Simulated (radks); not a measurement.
# O²⁺ with its nuclear charge varied continuously

What is the energy between the elements? 6 electrons are held in [He] 2s2 2p2 while Z is changed in small steps.

Program: radks (a radial shooting solver on a logarithmic mesh, Libxc functionals) version 1. Level of theory: scalar-relativistic Kohn-Sham, r2SCAN, spin-polarised, spherical densities, finite nucleus; open shells are filled with parallel spins first. These are calculated values, not measurements, unless marked.

## Step 1: The atom as given

| Item | Value |
| --- | --- |
| element | oxygen (Z = 8) |
| charge | +2 |
| electrons | 6 |
| configuration | [He] 2s2 2p2 |
| nuclear rms radius | 2.6991 fm |

The outer shells:

O²⁺
```
[He] core
2s [↑↓]
2p [↑ ][↑ ][  ]
```

In the logs a row gives level, spin channel, occupation and eigenvalue; Etot, Ekin, Encl (electron-nucleus), Eh (Hartree) and Exc are energies, all in hartree; err is the last residual, it the number of iterations.

## Step 2: Z = 8

Input:

```text
Z 8
configuration [He] 2s2 2p2
relativity scalar-relativistic
functional r2scan,r2scan
spin polarised
nucleus finite rms 2.6991 fm
c 137.035999084
```

The log of the run:

```text
1s      1   1.0000         -20.72209895
2s      1   1.0000          -2.27687346
2p      1   2.0000          -1.68159975
1s      2   1.0000         -20.63760144
2s      2   1.0000          -2.04677313
2p      2   0.0000          -1.44222842
Etot -73.28196992739332
Ekin 73.24480558256874
Encl -165.93765246455683
Eh 26.831994518177602
Exc -7.421117563582827
err 3.3582148320271847e-07
it 16
```

2p up is the highest filled level (-45.759 eV).

From the orbitals of this run (lengths in bohr):

```
  level  occupation  energy (eV)     <r>  outermost maximum (interpolated)  90 % within  nodes
  1s up           1      -563.88  0.1994                             0.129        0.357      0
1s down           1      -561.58  0.1984                             0.129        0.355      0
  2s up           1      -61.957   1.016                             0.826         1.59      1
2s down           1      -55.696   1.050                             0.844         1.65      1
  2p up           2      -45.759  0.9855                             0.739         1.63      0
2p down           0      -39.245   1.040                             0.775         1.73      0
```

Radial density 4πr²ρ:

```
r (bohr)  4πr²ρ (e/bohr)
 0.00696          0.1741
 0.00944          0.3071
  0.0128          0.5341
  0.0173          0.9113
  0.0235           1.516
  0.0321           2.464
  0.0435           3.770
  0.0589           5.413
  0.0799           7.133
   0.108           8.380
   0.148           8.435
   0.200           6.959
   0.272           4.636
   0.368           2.973
   0.499           2.951
   0.682           3.807
   0.924           3.771
    1.25           2.418
    1.70          0.9050
    2.30          0.1719
    3.14         0.01272
```

## Step 3: Z = 7.5

Input: that of step 2 with these lines changed.

```diff
@@ -1,2 +1,2 @@
-Z 8
+Z 7.5
 configuration [He] 2s2 2p2
```

The log of the run:

```text
1s      1   1.0000         -17.70606101
2s      1   1.0000          -1.75475215
2p      1   2.0000          -1.22246459
1s      2   1.0000         -17.63408707
2s      2   1.0000          -1.54676227
2p      2   0.0000          -1.01146077
Etot -63.2875503620234
Ekin 63.22895361347426
Encl -144.24993614230152
Eh 24.59491606973546
Exc -6.861483902931604
err 5.94611540432123e-07
it 16
```

Energy against step 2 (Z = 8): +271.962 eV. The top filled level is 2p up, -33.265 eV.

## Step 4: Z = 8.5

Input: that of step 3 with these lines changed.

```diff
@@ -1,2 +1,2 @@
-Z 7.5
+Z 8.5
 configuration [He] 2s2 2p2
```

The log of the run:

```text
1s      1   1.0000         -23.99124432
2s      1   1.0000          -2.86279108
2p      1   2.0000          -2.20454849
1s      2   1.0000         -23.89400855
2s      2   1.0000          -2.61086322
2p      2   0.0000          -1.93687112
Etot -84.03096088470384
Ekin 84.0213550232948
Encl -189.13451143903498
Eh 29.061969766994164
Exc -7.979774235957828
err 2.8491475780929247e-07
it 16
```

E − E(step 2, Z = 8) = -292.495 eV. 2p up is the highest filled level (-59.989 eV).

## Step 5: Z = 9

Input: that of step 4 with these lines changed.

```diff
@@ -1,2 +1,2 @@
-Z 8.5
+Z 9
 configuration [He] 2s2 2p2
```

The log of the run:

```text
1s      1   1.0000         -27.51313353
2s      1   1.0000          -3.51227771
2p      1   2.0000          -2.79100941
1s      2   1.0000         -27.40300952
2s      2   1.0000          -3.23871675
2p      2   0.0000          -2.49508422
Etot -95.53463597800915
Ekin 95.55943868450854
Encl -213.84310814528456
Eh 31.286799161044875
Exc -8.537765678278006
err 3.79947336811514e-07
it 16
```

E − E(step 2, Z = 8) = -605.526 eV. 2p up is the highest filled level (-75.947 eV).

## Step 6: Summary of results

```
  Z  E (hartree)  E(electron-nucleus)/Z (hartree)  highest level  its energy (eV)  <r> (bohr)
7.5    -63.28755                         -19.2333          2p up          -33.265       1.100
  8    -73.28197                         -20.7422          2p up          -45.759      0.9855
8.5    -84.03096                         -22.2511          2p up          -59.989      0.8935
  9    -95.53464                         -23.7603          2p up          -75.947      0.8178
```

At Z = 8 the central difference of E is -20.743 hartree, against -20.742 from the Hellmann-Feynman theorem; the scalar-relativistic energy here is not variational, so the two differ by a part that grows with Z. The top level goes from -33.265 eV at Z = 7.5 to -75.947 eV at Z = 9.
